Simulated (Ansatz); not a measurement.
# C₃H₇FOZn: small, medium and large basis sets

The task here is to estimate one member of a computed series from the others.

Method: one geometry, several basis sets; program: Ansatz 0.2.0, Gaussian basis.

Plan: PBE0-D4/def2-SVP; ωB97M-V/def2-SVP; PBE0-D4/def2-QZVPP; ωB97M-V/def2-QZVPP; the functionals' def2-TZVPP values are taken from earlier runs.

### The geometry

The geometry comes from an earlier relaxation with PBE0-D4 in a triple-zeta def2 set; it is a stationary point, not always the lowest conformer.

SMILES `CC(C)[O][Zn][F]`, 13 atoms, charge 0, spin multiplicity 1.

Atoms are counted from 1 here; the program's logs count them from 0.

Bond lengths: C1–C2 1.517 Å, C1–H7 1.093 Å, C1–H8 1.098 Å, C1–H9 1.091 Å, C2–C3 1.517 Å, C2–O4 1.408 Å, C2–H10 1.099 Å, C3–H11 1.098 Å, C3–H12 1.093 Å, C3–H13 1.091 Å, O4–Zn5 1.764 Å, Zn5–F6 1.741 Å. Angles: C2–C1–H7 111.7°, C2–C1–H8 110.2°, C2–C1–H9 110.5°, H7–C1–H8 107.5°, H7–C1–H9 108.5°, H8–C1–H9 108.3°, C1–C2–C3 111.8°, C1–C2–O4 111.4°, C1–C2–H10 108.3°, C3–C2–O4 111.4°, C3–C2–H10 108.3°, O4–C2–H10 105.4°, C2–C3–H11 110.3°, C2–C3–H12 111.7°, C2–C3–H13 110.5°, H11–C3–H12 107.5°, H11–C3–H13 108.3°, H12–C3–H13 108.5° and more.

The first run:

Contents of in.yaml:

```yaml
crystal:
  periodic: [false, false, false]
  atoms:
    - {symbol: C, position_ang: [-0.664652, -0.223730, 1.244471]}
    - {symbol: C, position_ang: [0.571713, 0.156286, 0.451888]}
    - {symbol: C, position_ang: [0.950747, -0.918154, -0.549699]}
    - {symbol: O, position_ang: [0.416362, 1.408516, -0.172745]}
    - {symbol: Zn, position_ang: [-0.824246, 1.692077, -1.394684]}
    - {symbol: F, position_ang: [-2.000957, 2.106223, -2.609631]}
    - {symbol: H, position_ang: [-0.513766, -1.147312, 1.809243]}
    - {symbol: H, position_ang: [-1.514617, -0.386288, 0.568164]}
    - {symbol: H, position_ang: [-0.929380, 0.571462, 1.943644]}
    - {symbol: H, position_ang: [1.407103, 0.281798, 1.155396]}
    - {symbol: H, position_ang: [0.124721, -1.091335, -1.252470]}
    - {symbol: H, position_ang: [1.167691, -1.869779, -0.057674]}
    - {symbol: H, position_ang: [1.829679, -0.614463, -1.121104]}
basis:
  gaussian: {orbitals: def2-SVP}
hamiltonian: {xc: pbe0, dispersion: d4}
output: {orbitals: {seedname: orbitals}}
```

Launch:

```bash
$ ansatz run in.yaml --threads 4 --pin off --events-out ev --progress --plain --max-ram 11315MiB
```

Steps of the session up to this table: PBE0-D4 in def2-SVP; ωB97M-V in def2-SVP; PBE0-D4 in def2-QZVPP; ωB97M-V in def2-QZVPP.

One of the session's tables, all rows but one given; the rest of the session is left out.

It belongs to the step «Density functionals: the series». 

```
functional       basis  HOMO (eV)
   PBE0-D4    def2-SVP          ?
   PBE0-D4  def2-TZVPP      -7.78
   PBE0-D4  def2-QZVPP      -7.78
   ωB97M-V    def2-SVP      -9.87
   ωB97M-V  def2-TZVPP     -10.19
   ωB97M-V  def2-QZVPP     -10.19
```

Estimate the missing values for PBE0-D4, def2-SVP.

As computed: HOMO (eV): -7.49. In the column «HOMO (eV)» it is the highest.
